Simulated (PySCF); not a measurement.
# Solver options tried on CaO⁺

Aim: find out which solver settings change the answer for CaO⁺.

Computed with PySCF 2.14.0. Level: each script names its method and basis.

1 further run of the same task is left out (it didn't finish).

## 1. The starting structure

CaO⁺: 2 atoms, charge 1, spin multiplicity 2.

Bond lengths: Ca1–O2 2.023 Å.

## 2. Base script

input.py reads:

```python
from pyscf import gto, scf, mcscf

mol = gto.M(
    atom='Ca 0 0 0; O 0 0 2.023',
    basis='sto-3g',
    charge=1,
    spin=1,
    verbose=4,
)
mf = scf.ROHF(mol)
mf.kernel()
mc = mcscf.CASSCF(mf, 2, 1)
mc.kernel()
mc.analyze()
mf.dip_moment()
print('orbital energies (hartree):', mf.mo_energy[..., max(0, mol.nelec[1]-3):mol.nelec[0]+3].round(4))
```

Started as:

```sh
> OMP_NUM_THREADS=1 python input.py
```

The log of this run is left out.

In short: E(SCF) = -743.545661 Eh, 13 cycles, E(CAS) − E(SCF) = 0.00000 Eh.

The bond length is a typed value, not an optimised one. The dipole of an ion depends on the origin.

## 3. Point-group symmetry on

Edit 1 changes point-group symmetry: off → on.

input.py reads:

```python
from pyscf import gto, scf, mcscf

mol = gto.M(
    atom='Ca 0 0 0; O 0 0 2.023',
    basis='sto-3g',
    charge=1,
    spin=1,
    symmetry=True,
    verbose=4,
)
mf = scf.ROHF(mol)
mf.kernel()
mc = mcscf.CASSCF(mf, 2, 1)
mc.kernel()
mc.analyze()
mf.dip_moment()
print('orbital energies (hartree):', mf.mo_energy[..., max(0, mol.nelec[1]-3):mol.nelec[0]+3].round(4))
```

Started as:

```sh
> OMP_NUM_THREADS=1 python input.py
```

## 4. Level shift 0.1 hartree

Edit 2 changes level shift: none → 0.1 hartree.

Edit input.py of step 2 so:

```diff
@@ -10,2 +10,3 @@
 mf = scf.ROHF(mol)
+mf.level_shift = 0.1
 mf.kernel()
```

## 5. Initial guess hcore

Edit 3 changes initial guess: minao → hcore.

Edit input.py of step 2 so:

```diff
@@ -10,2 +10,3 @@
 mf = scf.ROHF(mol)
+mf.init_guess = 'hcore'
 mf.kernel()
```

## 6. Level shift 1 hartree

Edit 4 changes level shift: none → 1 hartree.

Edit input.py of step 2 so:

```diff
@@ -10,2 +10,3 @@
 mf = scf.ROHF(mol)
+mf.level_shift = 1.0
 mf.kernel()
```

What does the calculation give? Wanted: for each run, E(SCF); from base; after the SCF.

As calculated:

```csv
run,E(SCF) (hartree),from base (eV),cycles,after the SCF
base,-743.545661,0,13,CASSCF correlation 0.000 eV (this space leaves nothing to correlate)
point-group symmetry on,-743.517085,+0.7776,16,n/a
level shift 0.1 hartree,-743.545661,0.0000,13,n/a
initial guess hcore,-743.545661,0.0000,18,CASSCF correlation 0.000 eV (this space leaves nothing to correlate)
level shift 1 hartree,-743.545661,0.0000,36,CASSCF correlation 0.000 eV (this space leaves nothing to correlate)
```

Distance from each run's final energy (log10 hartree) by cycle:

| run | cycle 1 | cycle 2 | cycle 3 | cycle 5 | cycle 8 | cycle 12 |
| --- | --- | --- | --- | --- | --- | --- |
| base | -1.3 | -0.5 | -1.6 | -3.3 | -5.4 | < -11 |
| point-group symmetry on | -1.6 | -1.9 | -2.1 | -2.8 | -2.5 | -4.6 |
| level shift 0.1 hartree | -1.4 | -1.2 | -2.2 | -3.7 | -6.0 | -9.6 |
| initial guess hcore | 0.1 | -0.7 | -1.3 | -1.8 | -1.3 | -3.7 |
| level shift 1 hartree | -1.0 | -1.4 | -1.8 | -2.2 | -2.7 | -3.6 |

**Reading.** The SCF energy stays the same, to the digits that matter, with level shift 0.1 hartree or initial guess hcore or level shift 1 hartree. With point-group symmetry on the SCF ends in another solution, 0.78 eV higher: the path to self-consistency decides the state here. The base needs 13 cycles and the run with level shift 1 hartree needs 36.
